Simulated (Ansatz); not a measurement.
# C3H5ClSi: small, medium and large basis sets

One table from this session's results is given with a row withheld; the runs are named, their logs left out.

Program: Ansatz 0.2.0, Gaussian basis. Level of theory: one geometry, several basis sets. These are calculated values, not measurements.

Plan: PBE0-D4/def2-SVP; ωB97M-V/def2-SVP; PBE0-D4/def2-QZVPP; ωB97M-V/def2-QZVPP; the functionals' def2-TZVPP values are taken from earlier runs.

## The relaxed structure

All runs share one geometry, relaxed beforehand with PBE0-D4 in a triple-zeta def2 set.

10 atoms, charge 0, spin multiplicity 1.

Atoms are counted from 1 here; the program's logs count them from 0.

Bond lengths: Cl1–C2 1.708 Å, C2–C3 1.341 Å, C2–Si5 1.860 Å, C3–C4 1.517 Å, C3–H6 1.089 Å, C4–Si5 1.897 Å, C4–H7 1.093 Å, C4–H8 1.093 Å, Si5–H9 1.487 Å, Si5–H10 1.487 Å. Angles: Cl1–C2–C3 127.7°, Cl1–C2–Si5 140.3°, C3–C2–Si5 92.1°, C2–C3–C4 107.0°, C2–C3–H6 127.3°, C4–C3–H6 125.6°, C3–C4–Si5 85.4°, C3–C4–H7 113.9°, C3–C4–H8 113.9°, Si5–C4–H7 116.8°, Si5–C4–H8 116.8°, H7–C4–H8 108.7°, C2–Si5–C4 75.5°, C2–Si5–H9 117.3°, C2–Si5–H10 117.3°, C4–Si5–H9 117.6°, C4–Si5–H10 117.6°, H9–Si5–H10 108.8°.

The first run:

File in.yaml:

```yaml
crystal:
  periodic: [false, false, false]
  atoms:
    - {symbol: Cl, position_ang: [-0.332847, 0.192729, 2.899146]}
    - {symbol: C, position_ang: [-0.134001, 0.079872, 1.206202]}
    - {symbol: C, position_ang: [0.043126, -1.029941, 0.474059]}
    - {symbol: C, position_ang: [0.167348, -0.592623, -0.972985]}
    - {symbol: Si, position_ang: [-0.058239, 1.166750, -0.300806]}
    - {symbol: H, position_ang: [0.090928, -2.056853, 0.832979]}
    - {symbol: H, position_ang: [1.134383, -0.826829, -1.424329]}
    - {symbol: H, position_ang: [-0.624043, -0.977214, -1.620686]}
    - {symbol: H, position_ang: [1.095172, 2.098699, -0.411360]}
    - {symbol: H, position_ang: [-1.298628, 1.894309, -0.679219]}
basis:
  gaussian: {orbitals: def2-SVP}
hamiltonian: {xc: pbe0, dispersion: d4}
output: {orbitals: {seedname: orbitals}}
```

Command:

```console
ansatz run in.yaml --threads 4 --pin off --events-out ev --progress --plain --max-ram 10444MiB
```

Steps of the session up to this table: PBE0-D4 in def2-SVP; ωB97M-V in def2-SVP; PBE0-D4 in def2-QZVPP; ωB97M-V in def2-QZVPP.

One of the session's tables, all rows but one given; the rest of the session is left out.

It belongs to the step «Density functionals: the series». 

| functional | basis | HOMO (eV) | LUMO (eV) |
| --- | --- | --- | --- |
| PBE0-D4 | def2-SVP | -7.25 | -0.23 |
| PBE0-D4 | def2-TZVPP | -7.34 | -0.41 |
| PBE0-D4 | def2-QZVPP | ? | ? |
| ωB97M-V | def2-SVP | -9.35 | 1.98 |
| ωB97M-V | def2-TZVPP | -9.47 | 1.62 |
| ωB97M-V | def2-QZVPP | -9.51 | 1.21 |

Estimate the missing values for PBE0-D4, def2-QZVPP.

As computed: HOMO (eV): -7.36; LUMO (eV): -0.47. In the column «HOMO (eV)» it lies between ωB97M-V, def2-SVP (-9.35) and PBE0-D4, def2-TZVPP (-7.34).
